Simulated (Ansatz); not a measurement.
# LiSe4: the cost of one run

Computed with Ansatz 0.2.0 (DFT PBE, scalar-relativistic, plane waves, PAW, unless a step's input says otherwise).

**1. The structure to begin with**

The structure is orthorhombic, space group Pmmm (No. 47). Conventional cell: a = 2.200 Å, b = 3.878 Å, c = 6.717 Å, α = 90.00°, β = 90.00°, γ = 90.00°. Li (site symmetry mmm) has 2 Li at 2.20 Å and 12 Se at 2.49 Å as nearest neighbours. Se (site symmetry mm2) is surrounded by 5 Se at 2.20 to 2.24 Å and 4 Li at 2.49 Å. Se (site symmetry mm2) is surrounded by 5 Se at 2.20 to 2.24 Å and 2 Li at 2.49 Å.

As a file:

```cif
data_structure
_symmetry_space_group_name_H-M 'P 1'
_symmetry_Int_Tables_number 1
_cell_length_a 2.2000
_cell_length_b 3.8779
_cell_length_c 6.7168
_cell_angle_alpha 90.000
_cell_angle_beta 90.000
_cell_angle_gamma 90.000
_cell_volume 57.30
loop_
_atom_site_label
_atom_site_type_symbol
_atom_site_fract_x
_atom_site_fract_y
_atom_site_fract_z
_atom_site_occupancy
Li1 Li 0.50000 0.00000 0.00000 1
Se1 Se 0.00000 0.50000 0.16667 1
Se2 Se 0.00000 0.00000 0.66667 1
Se3 Se 0.00000 0.00000 0.33333 1
Se4 Se 0.00000 0.50000 0.83333 1
```

The cell is invented: Li between sheets of the C type, stage 1 (Pmmm, No. 47). Its size is a rough estimate.

**2. Probe: one point on a coarse mesh**

Input file input.yaml:

```yaml
crystal:
  lattice:
    - [2.2, 0.0, 0.0]
    - [0.0, 3.87792316, 0.0]
    - [0.0, 0.0, 6.71676]
  atoms:
    - { symbol: Li, position: [0.5, 0.0, 0.0] }
    - { symbol: Se, position: [0.0, 0.5, 0.16666667] }
    - { symbol: Se, position: [0.0, 0.0, 0.66666667] }
    - { symbol: Se, position: [0.0, 0.0, 0.33333333] }
    - { symbol: Se, position: [0.0, 0.5, 0.83333333] }
basis:
  ecutwfc: 420
kpoints:
  mp_grid: { grid: [8, 4, 4] }
hamiltonian:
  xc: pbe
scf:
  occupations: { method: gaussian, width: 0.1 }
  lower_state_search: "off"
output:
  forces: true
  stress: true
  eigenvalues: true
```

On the command line:

```bash
$ ansatz run input.yaml --threads 1 --pin off --max-ram 2048MiB --backend cpu --events-out ev --progress --plain --runs-dir out
```

**Question.** How long does this run take on 1 thread of Arm Neoverse V2, shared host, and how much memory does it need?

About 5.6 s, with a peak of 0.41 GiB.
